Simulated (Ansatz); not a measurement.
# F2H4O2Si2: a ladder of functionals and wavefunction methods

An exercise on one series of results from a longer session: the logs are not shown, and one member is left open.

Computed with Ansatz 0.2.0, Gaussian basis. Level: functionals in def2-TZVPP, the program's frozen cores in correlated methods.

Plan: PBE-D4, r2SCAN-D4, PBE0-D4, B3LYP-D4, ωB97X-V, ωB97M-V, B2PLYP; CCSD(T)/def2-TZVPP; MP2/def2-QZVPP; extrapolation to the limit.

## The relaxed structure

All runs share one geometry, relaxed beforehand with PBE0-D4 in a triple-zeta def2 set.

10 atoms, charge 0, spin multiplicity 1.

Atoms are counted from 1 here; the program's logs count them from 0.

Bond lengths: O1–Si2 1.620 Å, O1–H7 0.959 Å, Si2–F3 1.589 Å, Si2–O4 1.627 Å, Si2–H8 1.464 Å, O4–Si5 1.621 Å, Si5–F6 1.601 Å, Si5–H9 1.476 Å, Si5–H10 1.476 Å. Angles: Si2–O1–H7 119.7°, O1–Si2–F3 110.6°, O1–Si2–O4 112.0°, O1–Si2–H8 108.3°, F3–Si2–O4 106.6°, F3–Si2–H8 108.7°, O4–Si2–H8 110.5°, Si2–O4–Si5 144.4°, O4–Si5–F6 107.9°, O4–Si5–H9 109.9°, O4–Si5–H10 110.2°, F6–Si5–H9 107.7°, F6–Si5–H10 107.7°, H9–Si5–H10 113.3°.

Geometry (Å):

```
O    -1.53602   -1.21344   -0.73457
Si   -0.54799   -1.23156    0.54913
F     0.57823   -2.33856    0.37306
O     0.22190    0.18776    0.74570
Si    0.80666    1.48797   -0.02580
F     0.43294    1.34860   -1.57613
H    -1.22308   -0.86106   -1.57011
H    -1.34150   -1.55335    1.73707
H     0.15541    2.70994    0.48565
H     2.27855    1.52429    0.07931
```

Set-up of the first run:

The input, in.yaml:

```yaml
crystal:
  periodic: [false, false, false]
  atoms:
    - {symbol: O, position_ang: [-1.536017, -1.213443, -0.734571]}
    - {symbol: Si, position_ang: [-0.547992, -1.231559, 0.549132]}
    - {symbol: F, position_ang: [0.578232, -2.338560, 0.373055]}
    - {symbol: O, position_ang: [0.221897, 0.187763, 0.745699]}
    - {symbol: Si, position_ang: [0.806658, 1.487973, -0.025802]}
    - {symbol: F, position_ang: [0.432938, 1.348598, -1.576134]}
    - {symbol: H, position_ang: [-1.223081, -0.861058, -1.570112]}
    - {symbol: H, position_ang: [-1.341503, -1.553349, 1.737067]}
    - {symbol: H, position_ang: [0.155414, 2.709938, 0.485652]}
    - {symbol: H, position_ang: [2.278553, 1.524295, 0.079314]}
basis:
  gaussian: {orbitals: def2-TZVPP}
hamiltonian: {xc: pbe, dispersion: d4}
output: {forces: true, orbitals: {seedname: orbitals}}
```

Run with:

```bash
> ansatz run in.yaml --threads 4 --pin off --events-out ev --progress --plain --max-ram 10444MiB
```

Steps of the session up to this table: PBE-D4 (GGA); r2SCAN-D4 (meta-GGA); PBE0-D4 (hybrid); B3LYP-D4 (hybrid); ωB97X-V (range-separated); ωB97M-V (range-separated); B2PLYP (double hybrid); CCSD(T) in def2-TZVPP; MP2 in def2-QZVPP.

One table of the session follows, with a row left open; its other results are not shown here.

It belongs to the step «Atomisation energies». 

```
            method  atomisation energy (eV)
            PBE-D4                   42.033
         r2SCAN-D4                   42.020
           PBE0-D4                   41.206
          B3LYP-D4                   41.701
           ωB97X-V                   42.143
           ωB97M-V                   42.117
            B2PLYP                   41.587
     HF/def2-TZVPP                   31.155
    MP2/def2-TZVPP                   42.377
   CCSD/def2-TZVPP                   40.478
CCSD(T)/def2-TZVPP                        ?
           MP2/CBS                   43.724
       CCSD(T)/CBS                   42.387
```

**Question.** Estimate the row for CCSD(T)/def2-TZVPP.

The run gave: atomisation energy (eV): 41.040. In the column «atomisation energy (eV)» it lies between CCSD/def2-TZVPP (40.478) and PBE0-D4 (41.206).

To keep in mind: Free atoms (2 O, 2 Si, 2 F, 4 H) were run apart at each level; the atomisation energy is their sum less the molecule, without zero-point or spin-orbit terms.
